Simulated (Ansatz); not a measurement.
# C5H6F2: one species, many methods

How much do the methods differ for C5H6F2? The plan is to run it at one geometry with functionals of several rungs and with coupled cluster. The yardstick is the atomisation energy at the CCSD(T) limit.

Computed with Ansatz 0.2.0, Gaussian basis. Level: functionals in def2-TZVPP, the program's frozen cores in correlated methods.

Levels to be run: LDA (SPW92), PBE-D4, revPBE-D4, BLYP-D4, r2SCAN-D4, B97M-V, PBE0-D4, B3LYP-D4, r2SCANh-D4, r2SCAN0-D4, HSE06-D4, BHLYP-D4, CAM-B3LYP-D4, LC-ωPBE, ωB97X-V, ωB97M-V, B2PLYP, PBE-QIDH; CCSD(T)/def2-SVP; CCSD(T)/def2-TZVPP; MP2/def2-QZVPP; extrapolation to the limit; RPA on PBE.

## 1. The geometry

All runs share one geometry, relaxed beforehand with PBE0-D4 in a triple-zeta def2 set.

SMILES `F[C@H]1C=CC[C@@H]1F`, 13 atoms, charge 0, spin multiplicity 1.

Atoms are counted from 1 here; the program's logs count them from 0.

Bond lengths: F1–C2 1.393 Å, C2–C3 1.491 Å, C2–C6 1.533 Å, C2–H8 1.094 Å, C3–C4 1.328 Å, C3–H9 1.082 Å, C4–C5 1.497 Å, C4–H10 1.084 Å, C5–C6 1.527 Å, C5–H11 1.093 Å, C5–H12 1.095 Å, C6–F7 1.386 Å, C6–H13 1.092 Å. Angles: F1–C2–C3 110.5°, F1–C2–C6 110.1°, F1–C2–H8 106.9°, C3–C2–C6 104.4°, C3–C2–H8 114.6°, C6–C2–H8 110.3°, C2–C3–C4 111.4°, C2–C3–H9 122.6°, C4–C3–H9 126.0°, C3–C4–C5 112.7°, C3–C4–H10 124.8°, C5–C4–H10 122.5°, C4–C5–C6 103.6°, C4–C5–H11 113.1°, C4–C5–H12 111.4°, C6–C5–H11 109.5°, C6–C5–H12 112.3°, H11–C5–H12 106.9° and more.

## 2. LDA

This LDA is Slater exchange with PW92 correlation.

Contents of in.yaml:

```yaml
crystal:
  periodic: [false, false, false]
  atoms:
    - {symbol: F, position_ang: [-0.302414, 1.333641, 1.801954]}
    - {symbol: C, position_ang: [0.416264, 0.926697, 0.679974]}
    - {symbol: C, position_ang: [0.958077, -0.448566, 0.877611]}
    - {symbol: C, position_ang: [0.343102, -1.328269, 0.095466]}
    - {symbol: C, position_ang: [-0.704154, -0.698580, -0.769924]}
    - {symbol: C, position_ang: [-0.519724, 0.797701, -0.526915]}
    - {symbol: F, position_ang: [0.094136, 1.373110, -1.628906]}
    - {symbol: H, position_ang: [1.174275, 1.692661, 0.493054]}
    - {symbol: H, position_ang: [1.738405, -0.670543, 1.594000]}
    - {symbol: H, position_ang: [0.550771, -2.392087, 0.078741]}
    - {symbol: H, position_ang: [-0.569716, -0.915468, -1.832954]}
    - {symbol: H, position_ang: [-1.707157, -1.043746, -0.498589]}
    - {symbol: H, position_ang: [-1.451263, 1.338749, -0.348912]}
basis:
  gaussian: {orbitals: def2-TZVPP}
hamiltonian: {xc: lda}
output: {orbitals: {seedname: orbitals}}
```

On the command line:

```console
> ansatz run in.yaml --threads 2 --pin off --events-out ev --progress --plain --max-ram 32768MiB --backend cuda --devices 0, --max-vram 18GiB
```

After this run come: PBE-D4 (GGA); revPBE-D4 (GGA); BLYP-D4 (GGA); r2SCAN-D4 (meta-GGA); B97M-V (meta-GGA); B3LYP-D4 (hybrid); r2SCANh-D4 (hybrid); r2SCAN0-D4 (hybrid); HSE06-D4 (hybrid); BHLYP-D4 (hybrid); CAM-B3LYP-D4 (range-separated); LC-ωPBE (range-separated); ωB97X-V (range-separated); ωB97M-V (range-separated); B2PLYP (double hybrid); PBE-QIDH (double hybrid); CCSD(T) in def2-SVP; CCSD(T) in def2-TZVPP; MP2 in def2-QZVPP; RPA on PBE orbitals.

Before running them: what should the planned runs give, taken together? Wanted: atomisation energy, CCSD(T)/CBS; farthest beyond LDA; mean size of error, GGA; mean size of error, meta-GGA; mean size of error, hybrid; mean size of error, range-separated; mean size of error, double hybrid; gap, smallest and largest; T1 diagnostic.

**Answer**, as computed:

```
                               quantity                                                     value
        atomisation energy, CCSD(T)/CBS                                                 58.066 eV
    functionals within 0.290 eV (0.5 %)  BLYP-D4, B97M-V, B3LYP-D4, r2SCANh-D4, ωB97X-V, PBE-QIDH
                    farthest beyond LDA                                        PBE-D4 (+2.085 eV)
                mean size of error, GGA                                                  0.845 eV
           mean size of error, meta-GGA                                                  0.252 eV
             mean size of error, hybrid                                                  0.718 eV
    mean size of error, range-separated                                                  0.346 eV
      mean size of error, double hybrid                                                  0.326 eV
              gap, smallest and largest                 5.28 eV (LDA (SPW92)), 12.66 eV (LC-ωPBE)
                          T1 diagnostic                                                    0.0113
triples share of the correlation energy                                                     3.8 %
```

In words: The LDA atomisation energy is off by 9.750 eV (17 %): it overbinds. PBE-D4 is off by +2.085 eV. Double hybrids carry the basis error of their MP2 part in triple zeta, and no dispersion term here, so their miss is partly the set-up's. Taken by rung, meta-GGA functionals do best (0.252 eV on average) and GGA ones worst beyond LDA (0.845 eV). hybrid functionals lie within the reference's doubt of that worst mean (0.718 eV), so those two tie. The gap between the best rungs is small, so their order is not settled. The reference freezes the cores and leaves out relativity and excitations past (T), so misses under about 0.290 eV can't be ranked. Hartree-Fock recovers 73 % of the binding; the rest is correlation. CCSD(T) in def2-SVP is off by -2.302 eV, worse than the median functional, from the basis alone. The gap grows from 5.3 to 12.7 eV across the functionals, mostly with the share of exact exchange.
